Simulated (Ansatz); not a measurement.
# C₂H₇ClF₂MoO₃: a ladder of functionals and wavefunction methods

One table from this session's results is given with a row withheld; the runs are named, their logs left out.

Method: functionals in def2-TZVPP, the program's frozen cores in correlated methods; program: Ansatz 0.2.0, Gaussian basis.

The runs, in order: LDA (SPW92), PBE-D4, revPBE-D4, BLYP-D4, r2SCAN-D4, B97M-V, PBE0-D4, B3LYP-D4, r2SCANh-D4, r2SCAN0-D4, HSE06-D4, BHLYP-D4, CAM-B3LYP-D4, LC-ωPBE, ωB97X-V, ωB97M-V, B2PLYP, PBE-QIDH; CCSD(T)/def2-SVP; CCSD(T)/def2-TZVPP; MP2/def2-QZVPP; extrapolation to the limit; RPA on PBE.

1 further run of the same task is left out (for a known fault of the program). Runs told in other sessions of the task aren't counted.

## Structure used throughout

All runs share one geometry, relaxed beforehand with PBE0-D4 in a triple-zeta def2 set. Mo takes the def2 core potential; no spin-orbit term is included.

16 atoms, charge 0, spin multiplicity 1.

Atoms are counted from 1 here; the program's logs count them from 0.

Bond lengths: C1–O2 1.397 Å, C1–H10 1.094 Å, C1–H11 1.091 Å, C1–H12 1.095 Å, O2–Mo3 1.818 Å, Mo3–O4 1.892 Å, Mo3–F5 1.869 Å, Mo3–F6 1.874 Å, Mo3–Cl7 2.344 Å, Mo3–O8 1.813 Å, O4–H13 0.964 Å, O8–C9 1.392 Å, C9–H14 1.095 Å, C9–H15 1.093 Å, C9–H16 1.092 Å. Angles: O2–C1–H10 109.3°, O2–C1–H11 108.9°, O2–C1–H12 108.3°, H10–C1–H11 110.9°, H10–C1–H12 109.4°, H11–C1–H12 110.1°, C1–O2–Mo3 134.3°, O2–Mo3–O4 85.2°, O2–Mo3–F5 86.4°, O2–Mo3–F6 164.6°, O2–Mo3–Cl7 101.9°, O2–Mo3–O8 96.1°, O4–Mo3–F5 92.9°, O4–Mo3–F6 81.7°, O4–Mo3–Cl7 171.5°, O4–Mo3–O8 99.4°, F5–Mo3–F6 86.2°, F5–Mo3–Cl7 82.9° and more.

Set-up of the first run:

Contents of in.yaml:

```yaml
crystal:
  periodic: [false, false, false]
  atoms:
    - {symbol: C, position_ang: [1.724951, -0.575075, -1.999982]}
    - {symbol: O, position_ang: [1.043209, -0.526440, -0.781238]}
    - {symbol: Mo, position_ang: [-0.107489, 0.655903, -0.017218]}
    - {symbol: O, position_ang: [-1.158909, 0.390833, -1.567240]}
    - {symbol: F, position_ang: [0.915785, 1.994553, -0.826169]}
    - {symbol: F, position_ang: [-1.385304, 1.991738, 0.289958]}
    - {symbol: Cl, position_ang: [1.074791, 1.311724, 1.898003]}
    - {symbol: O, position_ang: [-0.903842, -0.538284, 1.089739]}
    - {symbol: C, position_ang: [-1.198388, -0.925839, 2.393614]}
    - {symbol: H, position_ang: [2.277755, 0.357988, -2.142410]}
    - {symbol: H, position_ang: [2.402218, -1.430243, -1.991531]}
    - {symbol: H, position_ang: [0.988458, -0.686667, -2.802663]}
    - {symbol: H, position_ang: [-1.876335, 1.024364, -1.679555]}
    - {symbol: H, position_ang: [-0.462855, -0.475484, 3.068702]}
    - {symbol: H, position_ang: [-2.200988, -0.576423, 2.653445]}
    - {symbol: H, position_ang: [-1.155963, -2.015246, 2.458846]}
basis:
  gaussian: {orbitals: def2-TZVPP}
hamiltonian: {xc: lda}
output: {orbitals: {seedname: orbitals}}
```

Started as:

```sh
ansatz run in.yaml --threads 4 --pin off --events-out ev --progress --plain --max-ram 41984MiB --backend cuda --devices 0, --max-vram 37GiB
```

Among the steps run: LDA; PBE-D4 (GGA); revPBE-D4 (GGA); BLYP-D4 (GGA); r2SCAN-D4 (meta-GGA); B97M-V (meta-GGA); PBE0-D4 (hybrid); B3LYP-D4 (hybrid); r2SCANh-D4 (hybrid); r2SCAN0-D4 (hybrid); HSE06-D4 (hybrid); BHLYP-D4 (hybrid); CAM-B3LYP-D4 (range-separated); LC-ωPBE (range-separated); ωB97X-V (range-separated); ωB97M-V (range-separated); B2PLYP (double hybrid); PBE-QIDH (double hybrid).

One table of the session follows, with a row left open; its other results are not shown here.

It belongs to the step «Orbital energies across the functionals». 

```
  functional  HOMO (eV)  LUMO (eV)  gap (eV)
 LDA (SPW92)      -7.26      -4.39      2.88
      PBE-D4      -7.07      -4.21      2.86
   revPBE-D4      -7.00      -4.14      2.86
     BLYP-D4      -6.93      -4.13      2.79
   r2SCAN-D4      -7.43      -4.31      3.12
      B97M-V      -7.54      -4.35      3.19
     PBE0-D4      -8.54      -3.73      4.81
    B3LYP-D4      -8.27      -3.92      4.34
  r2SCANh-D4      -7.98      -4.11      3.86
  r2SCAN0-D4      -8.79      -3.79      5.00
    HSE06-D4      -8.14      -4.10      4.04
    BHLYP-D4      -9.89      -3.09      6.79
CAM-B3LYP-D4      -9.92      -2.77      7.15
     LC-ωPBE     -11.31      -1.70      9.61
     ωB97X-V          ?          ?         ?
     ωB97M-V     -10.83      -1.77      9.06
```

**Question.** Estimate the row for ωB97X-V.

The run gave: HOMO (eV): -10.95; LUMO (eV): -1.76; gap (eV): 9.19. In the column «HOMO (eV)» it lies between LC-ωPBE (-11.31) and ωB97M-V (-10.83).
